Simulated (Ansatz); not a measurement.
# CH₇NOSn: how energies converge with the basis set

The task here is to estimate one member of a computed series from the others.

Computed with Ansatz 0.2.0, Gaussian basis. Level: one geometry, several basis sets.

Plan: PBE0-D4/def2-SVP; ωB97M-V/def2-SVP; PBE0-D4/def2-QZVPP; ωB97M-V/def2-QZVPP; the functionals' def2-TZVPP values are taken from earlier runs.

### The relaxed structure

The geometry comes from an earlier relaxation with PBE0-D4 in a triple-zeta def2 set; it is a stationary point, not always the lowest conformer. Sn takes the def2 core potential; no spin-orbit term is included.

SMILES `[NH2][SnH2][CH2]O`, 11 atoms, charge 0, spin multiplicity 1.

Atoms are counted from 1 here; the program's logs count them from 0.

Bond lengths: N1–Sn2 2.035 Å, N1–H5 1.012 Å, N1–H6 1.012 Å, Sn2–C3 2.180 Å, Sn2–H7 1.715 Å, Sn2–H8 1.707 Å, C3–O4 1.415 Å, C3–H9 1.097 Å, C3–H10 1.091 Å, O4–H11 0.960 Å. Angles: Sn2–N1–H5 114.2°, Sn2–N1–H6 113.6°, H5–N1–H6 107.6°, N1–Sn2–C3 114.8°, N1–Sn2–H7 106.4°, N1–Sn2–H8 105.5°, C3–Sn2–H7 106.3°, C3–Sn2–H8 112.2°, H7–Sn2–H8 111.6°, Sn2–C3–O4 112.2°, Sn2–C3–H9 109.7°, Sn2–C3–H10 108.7°, O4–C3–H9 112.2°, O4–C3–H10 106.6°, H9–C3–H10 107.3°, C3–O4–H11 108.8°.

Set-up of the first run:

The input, in.yaml:

```yaml
crystal:
  periodic: [false, false, false]
  atoms:
    - {symbol: N, position_ang: [-2.119794, 0.815573, 0.153831]}
    - {symbol: Sn, position_ang: [-0.631379, -0.564878, 0.294966]}
    - {symbol: C, position_ang: [1.375182, 0.212450, -0.056430]}
    - {symbol: O, position_ang: [2.299055, -0.813492, -0.368191]}
    - {symbol: H, position_ang: [-2.089348, 1.372970, -0.689998]}
    - {symbol: H, position_ang: [-2.157072, 1.451807, 0.939609]}
    - {symbol: H, position_ang: [-0.923512, -1.719639, -0.939537]}
    - {symbol: H, position_ang: [-0.792524, -1.253603, 1.848957]}
    - {symbol: H, position_ang: [1.340684, 0.987844, -0.831872]}
    - {symbol: H, position_ang: [1.732775, 0.685994, 0.858960]}
    - {symbol: H, position_ang: [2.031334, -1.232026, -1.189895]}
basis:
  gaussian: {orbitals: def2-SVP}
hamiltonian: {xc: pbe0, dispersion: d4}
output: {orbitals: {seedname: orbitals}}
```

Started as:

```sh
$ ansatz run in.yaml --threads 4 --pin off --events-out ev --progress --plain --max-ram 10444MiB
```

Steps of the session up to this table: PBE0-D4 in def2-SVP; ωB97M-V in def2-SVP; PBE0-D4 in def2-QZVPP; ωB97M-V in def2-QZVPP.

One of the session's tables, all rows but one given; the rest of the session is left out.

It belongs to the step «Functionals by basis». 

```
functional       basis  HOMO (eV)  LUMO (eV)
   PBE0-D4    def2-SVP      -6.40       0.38
   PBE0-D4  def2-TZVPP      -6.64      -0.13
   PBE0-D4  def2-QZVPP          ?          ?
   ωB97M-V    def2-SVP      -8.63       2.08
   ωB97M-V  def2-TZVPP      -8.88       1.28
   ωB97M-V  def2-QZVPP      -8.93       0.94
```

**Question.** Estimate the row for PBE0-D4, def2-QZVPP.

The run gave: HOMO (eV): -6.69; LUMO (eV): -0.29. In the column «HOMO (eV)» it lies between ωB97M-V, def2-SVP (-8.63) and PBE0-D4, def2-TZVPP (-6.64).
